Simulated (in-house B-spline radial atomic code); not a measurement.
# Ir⁶⁵⁺: ionisation energy by several methods

Wanted: one ionisation energy, Ir⁶⁵⁺ to configuration [Ne] 3s1, up the ladder of functionals.

Method: non-relativistic, several functionals, spin-polarised, exact exchange averaged over the configuration; spherical all-electron atom at the radial basis limit. Code: in-house B-spline radial atomic code version 1.

### Step 1. The system

```
element       : iridium (Z = 77)
charge        : +65
electrons     : 12
configuration : [Ne] 3s2
nucleus       : point
```

Outer shells as boxes (Hund's rule):

[Ne] 3s2
```
[Ne] core
3s [↑↓]
```

Where spins are not typed, each open shell is filled with up spins first.

### Step 2. CAM-B3LYP, a range-separated hybrid

Settings of the run:

```ini
Z = 77
electrons = 12.0
configuration = [Ne] 3s2
hamiltonian = nr
method = camb3lyp
spin_polarised = True
exact_exchange = averaged over the configuration
```

Command:

```sh
python run_scf.py task.json out
```

task.json lists these runs, among others, and the program works through them in turn.

### Step 3. PBE0, a global hybrid

Changes to the settings of step 2:

```diff
@@ -4,3 +4,3 @@
 hamiltonian = nr
-method = camb3lyp
+method = pbe0
 spin_polarised = True
```

### Step 4. M06-2X, a global hybrid

Changes to the settings of step 3:

```diff
@@ -4,3 +4,3 @@
 hamiltonian = nr
-method = pbe0
+method = m062x
 spin_polarised = True
```

Q: The tabulated ionisation energy is 7710 ± 30 eV (tabulated theoretical; NIST Atomic Spectra Database). What does each method give, and which comes nearest?

The runs gave:

| method | rung | total energy (hartree) | ΔSCF (eV) | −ε highest (eV) | ΔSCF less tabulated (eV) |
| --- | --- | --- | --- | --- | --- |
| PBE0 | global hybrid | -11724.3686 | 7103.16 | 7063.27 (3s up) | -606.84 |
| M06-2X | global hybrid | -11725.0506 | 7102.53 | 7074.83 (3s up) | -607.47 |
| CAM-B3LYP | range-separated hybrid | -11725.0587 | 7102.94 | 7063.67 (3s up) | -607.06 |

Tables give 7710 ± 30 eV (tabulated theoretical; NIST Atomic Spectra Database) for the ionisation energy. PBE0 misses by -606.84 eV, the least, and M06-2X by -607.47 eV (7.9 %), the most. All methods miss on the same side by much the same amount, which points to something that they share. These runs lack relativity altogether, which can outweigh the gaps between the methods, so the nearest may be so by luck. These runs leave out relativity, which matters at this nuclear charge.
